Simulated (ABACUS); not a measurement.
NaLaMnMoO6:

```
La Mo Mn Na O
1.0
     5.75163    0.00000    0.00000
     2.86451    4.98756    0.00000
    -2.63260   -1.52391    4.61045
La Mo Mn Na O
1 1 1 1 6
Direct
  0.75307 0.75307 0.78825
  0.49867 0.49867 0.99722
  0.25016 0.25016 0.19811
  0.99482 0.99482 0.49994
  0.30338 0.30338 0.61396
  0.32902 0.82850 0.87649
  0.19558 0.63630 0.15354
  0.63630 0.19558 0.15354
  0.82850 0.32902 0.87649
  0.71050 0.71050 0.34246
```

The cell was built by a generator and needn't be a form met in nature.

Base run:

```yaml
Program: ABACUS 3.10.1
Functional: PBE
Potentials_or_basis: PseudoDojo NC SR 0.4.1 PBE standard
Cutoff: 1510 eV
Density_cutoff: 6041 eV
Basis: DZP LCAO (the cutoffs set its grid)
k_mesh: 4 × 4 × 4
Occupations: fermi-dirac, width 0.05 eV
Spin: collinear spin, ferromagnetic start
Starting_moments: "[0.0, 1.0, 4.0, 0.0, 0.0, 0.0, 0.0, 0.0, 0.0, 0.0] μB"
```

Its results: band gap on the k mesh 0.92 eV, indirect (least direct gap 0.99 eV); pressure 1.4 GPa; largest force 0.233 eV/Å.

Problem. The run is repeated on the same cell with these changes: spin from collinear spin, ferromagnetic start to no spin polarisation. What comes out?

Solution. Band gap on the k mesh none (metal or under the smearing width); pressure -2.0 GPa; largest force 1.863 eV/Å.

Caveats: the atomic orbitals were generated for these runs and aren't a published set; the basis of atomic orbitals isn't converged, which shifts pressures, moduli and gaps; spin-orbit coupling is left out, which moves the levels of the heavy elements (some runs); a cell with one magnetic atom can't hold antiferromagnetic order, which such compounds often take (some runs); an odd number of electrons without spin polarisation forces a metal (some runs); a magnetic or distorted state may lie lower (some runs); semilocal functionals often make such compounds metallic where correlation or magnetic order opens a gap, which also shifts bond lengths (some runs).

A k mesh can miss the band edges.
